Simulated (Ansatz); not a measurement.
# Li2BrF: a single-point run

The task is a single-point run on Li2BrF. The structure is shown as the input types it. The cell is built on a prototype (ordering on rocksalt) and needn't be the phase found in nature.

Method: density functional or hybrid calculation with the settings of its input, plane waves (as first typed), in Ansatz 0.2.0.

4 further runs of the same task are left out: 4 that didn't finish.

### 1 Starting point

Symmetry: R-3m, No. 166, trigonal system. Conventional cell: a = 3.471 Å, b = 3.471 Å, c = 16.405 Å, α = 90.00°, β = 90.00°, γ = 120.00°. F (site symmetry -3m) is surrounded by 6 Li at 2.28 Å. Br (site symmetry -3m) is surrounded by 6 Li at 2.59 Å. Li (site symmetry 3m) has 3 F at 2.28 Å and 3 Br at 2.59 Å as nearest neighbours.

Structure file:

```
F Br Li
1.0
     1.73538    1.00192    5.46846
    -1.73538    1.00192    5.46846
     0.00000   -2.00384    5.46846
F Br Li
1 1 2
Direct
  0.00000 0.00000 0.00000
  0.50000 0.50000 0.50000
  0.26702 0.26702 0.26702
  0.73298 0.73298 0.73298
```

### 2 Input and run

The input, input.yaml:

```yaml
crystal:
  lattice:
    - [1.7353772093, 1.0019204989, 5.468460142]
    - [-1.7353772093, 1.0019204989, 5.468460142]
    - [0.0, -2.0038409979, 5.468460142]
  atoms:
    - { symbol: F, position: [1.0, 0.0, 0.0] }
    - { symbol: Br, position: [0.5, 0.5, 0.5] }
    - { symbol: Li, position: [0.2670198432, 0.2670198432, 0.2670198432] }
    - { symbol: Li, position: [0.7329801568, 0.7329801568, 0.7329801568] }
kpoints:
  mp_grid: { grid: [2, 4, 6] }
hamiltonian:
  xc: pbesol
scf:
  occupations: { method: fixed }
  n_extra_bands: 5
output:
  forces: true
  stress: true
  eigenvalues: true
```

On the command line:

```console
$ ansatz run input.yaml --threads 4 --pin off --max-ram 3686MiB --backend cpu --events-out ev --progress --plain --runs-dir out
```

**Question.** How will this run end, and is anything wrong with its input?

This run ends as converged, with warnings (symmetry narrowed by mesh). Its log warns: «crystal.symmetry: narrowed to the stabiliser of the k-point mesh — unitary ops 12 → 2; excluded 10 operations that carry a point of the 2×4×6 mesh (shift [0, 0 ...»

Look at the input: kpoints.mp_grid.grid is [2, 4, 6]. The mesh has lower symmetry than the crystal, so equivalent directions are sampled differently.

The test: set kpoints.mp_grid.grid to [6, 6, 6].
